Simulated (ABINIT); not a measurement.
A run of ABINIT 10.8.3 (patched build) is set up as follows.

The input run.abi:

```
# Datasets: one volume each
ndtset 7
getwfk -1
scalecart1 3*0.9795861087
scalecart2 3*0.9864848297
scalecart3 3*0.9932883884
scalecart4 3*1.0000000000
scalecart5 3*1.0066227096
scalecart6 3*1.0131594038
scalecart7 3*1.0196128224

# Pseudopotentials
pp_dirpath "./"
pseudos "Si.GGA_PBE-JTH.xml, C.GGA_PBE-JTH.xml"

# Structure
acell 3*1.0
rprim
     5.1403196206     0.0000000000     0.0000000000
     0.0000000000     5.1403196206     0.0000000000
     0.0000000000     0.0000000000     9.0946471255
ntypat 2
znucl 14 6
natom 3
typat 1 1 2
xred
     0.5000000000     0.5000000000     0.2419500000
     0.5000000000     0.5000000000     0.7580500000
     0.0000000000     0.0000000000     0.0000000000

# Plane-wave basis
ecut 517.016339 eV
pawecutdg 38.0
pawxcdev 0

# k points
kptopt 1
ngkpt 10 10 6
nshiftk 1
shiftk 0.0 0.0 0.0

# Exchange and correlation
ixc 11

# Bands and occupations
nband 10
occopt 3
tsmear 0.05 eV

# SCF cycle
nstep 100
tolvrs 1.0e-9

# Output
iomode 3
prtwf 1
prtden 0
prteig 0
prtebands 0
```

Potentials or basis: JTH PAW PBE v2.0.

The run is started by

```sh
$ abinit run.abi > log 2>&1
```

Question: Estimate the equilibrium volume.

Answer: 11.83 Å³/atom.

Question: What does it give for the pressure derivative of the bulk modulus?

Answer: 5.0 (rough: it moves with the points fitted).

Energy against volume, from the lowest point:
| volume (Å³/atom) | energy (meV/atom) |
| --- | --- |
| 11.158 | 15.39 |
| 11.395 | 6.03 |
| 11.633 | 1.09 |
| 11.870 | 0.00 |
| 12.107 | 2.23 |
| 12.345 | 7.53 |
| 12.582 | 15.56 |

Caveat: pressures at fixed basis lie under the slope of the energies; the cell was scaled at fixed shape and fractional positions, which overstates the stiffness of a crystal with free parameters, most of all of layers and chains.
